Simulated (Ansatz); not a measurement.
# BeBH (singlet): the correlation ladder at distance B1–H3 = 1.081 Å, cc-pVDZ

Aim: climb from Hartree-Fock through coupled cluster and multireference methods for BeBH (singlet) at one geometry and basis, and see what each rung misses.

The runs use Ansatz 0.2.0, Gaussian basis; cc-pVDZ, core rule «outside noble gas», up to 2 orbitals frozen.

Plan: UHF; CCSD(T) on RHF; CCSD(T) on UHF; BCCD(T) on RHF; CISD; CCSDT(Q) on RHF; CCSDT(Q) on UHF; CASSCF and MRCISD+Q, 2 electrons in 2 orbitals; CASSCF and NEVPT2, 2 electrons in 2 orbitals; CASSCF and MRCISD+Q, 6 electrons in 9 orbitals; CASSCF and NEVPT2, 6 electrons in 9 orbitals; Full CI.

19 further runs of the same task are left out: 14 that didn't finish, 5 set aside as unsound or not needed. Runs told in other sessions of the task aren't counted.

### Step 1. The system

The geometry derives from a PBE0/def2-TZVP stationary point (not a proven minimum). One bond is set to the value named and the two fragments are kept rigid.

3 atoms, charge 0, spin multiplicity 1.

Atoms are counted from 1 here; the program's logs count them from 0.

Bond lengths: B1–Be2 1.916 Å, B1–H3 1.081 Å. Angles: Be2–B1–H3 119.4°.

### Step 2. UHF

Contents of in.yaml:

```yaml
crystal:
  periodic: [false, false, false]
  atoms:
    - {symbol: B, position_ang: [0.000000, -0.163140, 0.788024]}
    - {symbol: Be, position_ang: [0.000000, 0.118449, -1.107589]}
    - {symbol: H, position_ang: [0.000000, 0.690732, 1.450945]}
basis:
  gaussian: {orbitals: cc-pVDZ}
magnetization: {spin_polarized: true, initial_magnetization: 0}
hamiltonian: {xc: hf}
output: {orbitals: {seedname: orbitals}}
```

The run is started by

```sh
ansatz run in.yaml --threads 1 --pin off --events-out ev --progress --plain --max-ram 2393MiB
```

The runs that follow: CCSD(T) on RHF; CCSD(T) on UHF; BCCD(T) on RHF; CISD; CCSDT(Q) on RHF; CCSDT(Q) on UHF; CASSCF and MRCISD+Q, 2 electrons in 2 orbitals; CASSCF and NEVPT2, 2 electrons in 2 orbitals; CASSCF and MRCISD+Q, 6 electrons in 9 orbitals; CASSCF and NEVPT2, 6 electrons in 9 orbitals; Full CI.

Before running them: what should the planned runs give, taken together? Wanted: FCI from the RHF energy; RMP2 from FCI; UMP2 from FCI; RCCSD from FCI; RCCSD(T) from FCI; UCCSD(T) from FCI; RCCSDT(Q) from FCI; UCCSDT(Q) from FCI; NEVPT2 pair from FCI.

The runs gave:

```
                         quantity                                                                  value
          FCI from the RHF energy                                                             -4.4192 eV
                    RMP2 from FCI                                                            +1417.5 meV
                    UMP2 from FCI                                                             +934.5 meV
                   RCCSD from FCI                                                             +283.0 meV
                RCCSD(T) from FCI                                                              +50.5 meV
                UCCSD(T) from FCI                                                             +124.6 meV
               RCCSDT(Q) from FCI                                                               +1.8 meV
               UCCSDT(Q) from FCI                                                               +1.6 meV
             NEVPT2 pair from FCI                                                             +815.1 meV
           MRCISD+Q pair from FCI                                                              +18.5 meV
          NEVPT2 valence from FCI                                                             +450.8 meV
levels within 1 kcal/mol (43 meV)  RCCSDT, UCCSDT, RCCSDT(Q), UCCSDT(Q), MRCISD+Q pair, MRCISD+Q valence
                    T1 diagnostic                                                                  0.041
   effectively unpaired electrons                                                                   0.90
```

**Reading.** RCCSD(T) misses by +50.5 meV, 1.1 % of the correlation energy. CCSD(T) misses by +50.5 meV on the restricted determinant and by +124.6 meV on the unrestricted one; the two need not hold the same state or core. The occupations show strong static correlation (0.9 unpaired electrons where one determinant has 0). Coupled cluster on one determinant still stays close here. Of the multireference levels listed MRCISD+Q pair comes nearest in total energy (+18.5 meV), which doesn't show that its space is the better one. These misses are within one basis, not against nature.
